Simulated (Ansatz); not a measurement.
**C2H7FSi: up Jacob's ladder to CCSD(T)**

The task here is to estimate one member of a computed series from the others.

Program: Ansatz 0.2.0, Gaussian basis. Level of theory: functionals in def2-TZVPP, the program's frozen cores in correlated methods. These are calculated values, not measurements.

Levels to be run: LDA (SPW92), PBE-D4, revPBE-D4, BLYP-D4, r2SCAN-D4, B97M-V, PBE0-D4, B3LYP-D4, r2SCANh-D4, r2SCAN0-D4, HSE06-D4, BHLYP-D4, CAM-B3LYP-D4, LC-ωPBE, ωB97X-V, ωB97M-V, B2PLYP, PBE-QIDH; CCSD(T)/def2-SVP; CCSD(T)/def2-TZVPP; MP2/def2-QZVPP; extrapolation to the limit; RPA on PBE.

## The relaxed structure

All runs share one geometry, relaxed beforehand with PBE0-D4 in a triple-zeta def2 set.

11 atoms, charge 0, spin multiplicity 1.

Atoms are counted from 1 here; the program's logs count them from 0.

Bond lengths: F1–C2 1.388 Å, C2–C3 1.510 Å, C2–H5 1.095 Å, C2–H6 1.094 Å, C3–Si4 1.886 Å, C3–H7 1.096 Å, C3–H8 1.095 Å, Si4–H9 1.484 Å, Si4–H10 1.488 Å, Si4–H11 1.488 Å. Angles: F1–C2–C3 110.2°, F1–C2–H5 107.3°, F1–C2–H6 107.1°, C3–C2–H5 111.3°, C3–C2–H6 112.0°, H5–C2–H6 108.7°, C2–C3–Si4 114.0°, C2–C3–H7 108.5°, C2–C3–H8 110.2°, Si4–C3–H7 108.0°, Si4–C3–H8 109.1°, H7–C3–H8 106.7°, C3–Si4–H9 111.9°, C3–Si4–H10 109.5°, C3–Si4–H11 108.9°, H9–Si4–H10 109.2°, H9–Si4–H11 108.6°, H10–Si4–H11 108.6°.

Set-up of the first run:

in.yaml

```yaml
crystal:
  periodic: [false, false, false]
  atoms:
    - {symbol: F, position_ang: [-1.194546, 1.426130, 0.765727]}
    - {symbol: C, position_ang: [0.174689, 1.206440, 0.718166]}
    - {symbol: C, position_ang: [0.460911, -0.259512, 0.498518]}
    - {symbol: Si, position_ang: [-0.403760, -0.993293, -1.008079]}
    - {symbol: H, position_ang: [0.574209, 1.815696, -0.098923]}
    - {symbol: H, position_ang: [0.591128, 1.568640, 1.663075]}
    - {symbol: H, position_ang: [1.540979, -0.386839, 0.365180]}
    - {symbol: H, position_ang: [0.184185, -0.836193, 1.386827]}
    - {symbol: H, position_ang: [-1.867216, -1.120125, -0.800480]}
    - {symbol: H, position_ang: [-0.151610, -0.132027, -2.195589]}
    - {symbol: H, position_ang: [0.156430, -2.345816, -1.273724]}
basis:
  gaussian: {orbitals: def2-TZVPP}
hamiltonian: {xc: lda}
output: {orbitals: {seedname: orbitals}}
```

Command:

```console
$ ansatz run in.yaml --threads 2 --pin off --events-out ev --progress --plain --max-ram 4352MiB
```

Among the steps run: LDA; PBE-D4 (GGA); revPBE-D4 (GGA); BLYP-D4 (GGA); r2SCAN-D4 (meta-GGA); B97M-V (meta-GGA); PBE0-D4 (hybrid); B3LYP-D4 (hybrid); r2SCANh-D4 (hybrid); r2SCAN0-D4 (hybrid); HSE06-D4 (hybrid); BHLYP-D4 (hybrid); CAM-B3LYP-D4 (range-separated); LC-ωPBE (range-separated); ωB97X-V (range-separated); ωB97M-V (range-separated); B2PLYP (double hybrid); PBE-QIDH (double hybrid).

One table of the session follows, with a row left open; its other results are not shown here.

It belongs to the step «Frontier levels by functional». 

| functional | HOMO (eV) | LUMO (eV) | gap (eV) |
| --- | --- | --- | --- |
| LDA (SPW92) | -7.51 | -0.31 | 7.20 |
| PBE-D4 | -7.43 | -0.11 | 7.33 |
| revPBE-D4 | -7.39 | -0.01 | 7.38 |
| BLYP-D4 | -7.36 | -0.04 | 7.32 |
| r2SCAN-D4 | -7.74 | 0.43 | 8.17 |
| B97M-V | -7.90 | 0.00 | 7.90 |
| PBE0-D4 | -8.83 | 0.69 | 9.52 |
| B3LYP-D4 | ? | ? | ? |
| r2SCANh-D4 | -8.26 | 0.68 | 8.94 |
| r2SCAN0-D4 | -9.03 | 1.04 | 10.07 |
| HSE06-D4 | -8.43 | 0.32 | 8.75 |
| BHLYP-D4 | -10.13 | 1.38 | 11.51 |
| CAM-B3LYP-D4 | -10.25 | 1.54 | 11.79 |
| LC-ωPBE | -11.59 | 2.75 | 14.34 |
| ωB97X-V | -11.25 | 2.58 | 13.82 |
| ωB97M-V | -11.10 | 2.18 | 13.28 |

Estimate the missing values for B3LYP-D4.

Worked estimate for «HOMO (eV)». Against the share of exact exchange, BLYP-D4 (0, -7.36), BHLYP-D4 (0.5, -10.13) give a slope of -5.54 per unit share; at 0.2 the line stands at -8.47.

**Answer.** HOMO (eV): -8.64; LUMO (eV): 0.43; gap (eV): 9.06. In «HOMO (eV)» the line misses by +0.17.
